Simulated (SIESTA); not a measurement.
# Mg6GaB: band structure with LDA

The system is Mg6GaB.

```
Ga Mg B
1.0
     4.04488    0.00000    0.00000
     0.00000    4.01985    4.79102
     0.00000   -4.01985    4.79102
Ga Mg B
1 6 1
Direct
  0.50000 0.56356 0.56356
  0.50000 0.13063 0.13063
  0.50000 0.05018 0.68792
  0.50000 0.68792 0.05018
  0.00000 0.35758 0.35758
  0.00000 0.38510 0.84132
  0.00000 0.84132 0.38510
  0.00000 0.98372 0.98372
```

The cell comes from a database or a generator and needn't be the stable form of this composition.

| Item | Value |
| --- | --- |
| Program | SIESTA 5.4.2 |
| Task | band structure |
| Functional | LDA |
| Potentials or basis | PseudoDojo 0.4 standard (LDA files) |
| Basis | DZP (energy shift 0.003 Ry; two zetas on semicore shells) |
| Grid cutoff | 800 Ry |
| Energy shift | 0.003 Ry |
| k mesh | 7 × 5 × 5 |
| Occupations | fermi-dirac, width 0.05 eV |
| Spin | no spin polarisation |

```
Pressure               : -1.4 GPa
Largest force          : 0.182 eV/Å
Band gap on the k mesh : none (metal or under the smearing width)
```

Forces in eV/Å, atoms in the order of the input:
```
Ga   0.000  0.000 -0.035
Mg   0.000  0.000  0.156
Mg   0.000  0.096 -0.155
Mg   0.000 -0.096 -0.155
Mg   0.000  0.000  0.039
Mg   0.000  0.091  0.059
Mg   0.000 -0.091  0.059
B    0.000  0.000  0.032
```

Stress tensor (GPa, compression positive):
```
-1.71  0.00  0.00
 0.00 -1.52  0.00
 0.00  0.00 -1.08
```

Levels at the corners of the path, in eV from the Fermi level:
```tsv
point	band 35	band 36	band 37	band 38	band 39	band 40
Γ	-1.98	-1.62	-0.62	-0.21	1.34	1.48
X	-0.45	-0.31	-0.05	0.85	1.15	1.90
S	-2.63	-0.37	0.11	0.88	1.07	1.70
R	-2.01	-1.41	-1.41	-1.15	-0.78	0.17
A	-3.27	-2.76	-2.71	1.24	1.29	1.66
Z	-2.11	-1.74	-1.63	-0.66	-0.56	-0.03
Γ	-1.98	-1.62	-0.62	-0.21	1.34	1.48
Y	-0.31	-0.12	-0.07	0.96	1.22	1.82
X1	-0.45	-0.31	-0.05	0.85	1.15	1.90
A1	-3.27	-2.76	-2.71	1.24	1.29	1.66
T	-3.31	-3.09	-3.03	1.35	1.64	1.88
Y	-0.31	-0.12	-0.07	0.96	1.22	1.82
Z	-2.11	-1.74	-1.63	-0.66	-0.56	-0.03
T	-3.31	-3.09	-3.03	1.35	1.64	1.88
```

Run time: 2.2 min on 1 thread of Arm Neoverse V2, on a shared host, peak memory 0.69 GiB.

Caveat: the basis of atomic orbitals isn't converged, which shifts pressures, moduli and gaps.
